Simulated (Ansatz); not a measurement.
# CH₅ClGe: how energies converge with the basis set

An exercise on one series of results from a longer session: the logs are not shown, and one member is left open.

Program: Ansatz 0.2.0, Gaussian basis. Level of theory: one geometry, several basis sets. These are calculated values, not measurements.

Plan: PBE0-D4/def2-SVP; ωB97M-V/def2-SVP; PBE0-D4/def2-QZVPP; ωB97M-V/def2-QZVPP; the functionals' def2-TZVPP values are taken from earlier runs.

## Structure used throughout

All runs share one geometry, relaxed beforehand with PBE0-D4 in a triple-zeta def2 set.

SMILES `[CH3][GeH2][Cl]`, 8 atoms, charge 0, spin multiplicity 1.

Atoms are counted from 1 here; the program's logs count them from 0.

Bond lengths: C1–Ge2 1.940 Å, C1–H4 1.090 Å, C1–H5 1.090 Å, C1–H6 1.092 Å, Ge2–Cl3 2.165 Å, Ge2–H7 1.536 Å, Ge2–H8 1.536 Å. Angles: Ge2–C1–H4 109.8°, Ge2–C1–H5 109.8°, Ge2–C1–H6 110.0°, H4–C1–H5 109.1°, H4–C1–H6 109.1°, H5–C1–H6 109.1°, C1–Ge2–Cl3 107.5°, C1–Ge2–H7 112.8°, C1–Ge2–H8 112.8°, Cl3–Ge2–H7 106.2°, Cl3–Ge2–H8 106.2°, H7–Ge2–H8 110.9°.

Set-up of the first run:

The input, in.yaml:

```yaml
crystal:
  periodic: [false, false, false]
  atoms:
    - {symbol: C, position_ang: [-0.555023, 0.817369, -0.373753]}
    - {symbol: Ge, position_ang: [0.403025, -0.782102, 0.161771]}
    - {symbol: Cl, position_ang: [1.611673, -0.270621, 1.883008]}
    - {symbol: H, position_ang: [0.153792, 1.604508, -0.630733]}
    - {symbol: H, position_ang: [-1.187626, 1.161244, 0.444528]}
    - {symbol: H, position_ang: [-1.180641, 0.603545, -1.242450]}
    - {symbol: H, position_ang: [1.379631, -1.278921, -0.914579]}
    - {symbol: H, position_ang: [-0.532631, -1.912121, 0.616407]}
basis:
  gaussian: {orbitals: def2-SVP}
hamiltonian: {xc: pbe0, dispersion: d4}
output: {orbitals: {seedname: orbitals}}
```

Steps of the session up to this table: PBE0-D4 in def2-SVP; ωB97M-V in def2-SVP; PBE0-D4 in def2-QZVPP; ωB97M-V in def2-QZVPP.

One table of the session follows, with a row left open; its other results are not shown here.

It belongs to the step «Functionals by basis». 

```
functional       basis  HOMO (eV)  LUMO (eV)
   PBE0-D4    def2-SVP      -8.33       0.42
   PBE0-D4  def2-TZVPP      -8.50       0.15
   PBE0-D4  def2-QZVPP      -8.52      -0.08
   ωB97M-V    def2-SVP     -10.53       2.40
   ωB97M-V  def2-TZVPP          ?          ?
   ωB97M-V  def2-QZVPP     -10.76       1.50
```

Estimate the missing values for ωB97M-V, def2-TZVPP.

**Answer.** HOMO (eV): -10.73; LUMO (eV): 2.05. In the column «HOMO (eV)» it lies between ωB97M-V, def2-QZVPP (-10.76) and ωB97M-V, def2-SVP (-10.53).
